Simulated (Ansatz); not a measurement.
Write a Python script for the Python package of Ansatz (0.2.0) that makes a rigid scan of one bond length of CHBrSe, SMILES [Se]=CBr. Level of theory (for the species named): PBE, def2-SVP basis, multiplicity 1.

```xyz
4

Se    0.9388   -0.8454    1.4023
C    -0.1355   -0.1093   -0.0926
Br    0.0221    1.6707   -0.7811
H    -0.7698   -0.7763   -0.5489
```

The script, `scan.py`:
```python
# -*- coding: utf-8 -*-
import ansatz
from ase import Atoms
import numpy as np


def main():
    atoms = Atoms(['Se', 'C', 'Br', 'H'], positions=[
        (0.9388, -0.8454, 1.4023),
        (-0.1355, -0.1093, -0.0926),
        (0.0221, 1.6707, -0.7811),
        (-0.7698, -0.7763, -0.5489),
    ])
    chbrse = ansatz.Crystal.molecule_from_ase(atoms)

    symbols = [site.symbol for site in chbrse.cartesian_sites]
    start = np.array([site.position_ang for site in chbrse.cartesian_sites])
    axis = (start[0] - start[1]) / np.linalg.norm(start[0] - start[1])
    moving = [0]
    lengths, energies = [1.745, 1.824, 1.903, 1.983, 2.062, 2.141, 2.221, 2.339], []
    for length in lengths:
        xyz = start.copy()
        xyz[moving] += (length - np.linalg.norm(start[0] - start[1])) * axis
        point = ansatz.Crystal.molecule()
        for symbol, place in zip(symbols, xyz):
            point = point.atom(symbol, place.tolist())
        job = point.calculation().basis(gaussian='def2-SVP').functional('pbe').accuracy('medium')
        r = job.run(threads=1).report
        energies.append(r['free_energy_ev'])
        print(f'r = {length:6.3f} A  E = {energies[-1]:.5f} eV  <S^2> = {abs(r["mean_field"]["state"]["spin_squared"]):.3f}')

    fit = np.polynomial.Polynomial.fit(lengths, np.array(energies) - min(energies), 4).convert()
    roots = [r.real for r in fit.deriv().roots() if abs(r.imag) < 1e-9 and fit.deriv(2)(r.real) > 0]
    r_e = min(roots, key=lambda r: abs(r - lengths[int(np.argmin(energies))]))
    print(f'minimum of the fit at {r_e:.4f} A, force constant {fit.deriv(2)(r_e):.2f} eV/A^2')


if __name__ == '__main__':
    main()
```

```console
$ python scan.py
r =  1.745 A  E = -136409.28889 eV  <S^2> = 0.000
r =  1.824 A  E = -136409.24188 eV  <S^2> = 0.000
r =  1.903 A  E = -136409.04533 eV  <S^2> = 0.000
r =  1.983 A  E = -136408.74885 eV  <S^2> = 0.000
r =  2.062 A  E = -136408.39839 eV  <S^2> = 0.000
r =  2.141 A  E = -136408.01749 eV  <S^2> = 0.000
r =  2.221 A  E = -136407.61980 eV  <S^2> = 0.000
r =  2.339 A  E = -136407.03785 eV  <S^2> = 0.000
minimum of the fit at 1.7623 A, force constant 30.41 eV/A^2
```

Notes:
- These settings explore the input space; basis and method may be short of convergence.
- The rest of the molecule is held rigid at a force-field or estimated start geometry, and the basis set is modest; single-reference methods fail as a bond breaks.
- The orbitals are restricted, so S² is zero by construction.
- Toward dissociation an unrestricted state can lie under the restricted one, by tenths of an eV for polar bonds under a functional and by 1 to 2 eV or more for others.
- Wall time of the script: 16 s on 1 thread of Arm Neoverse V1 (shared host), peak memory 0.19 GiB.
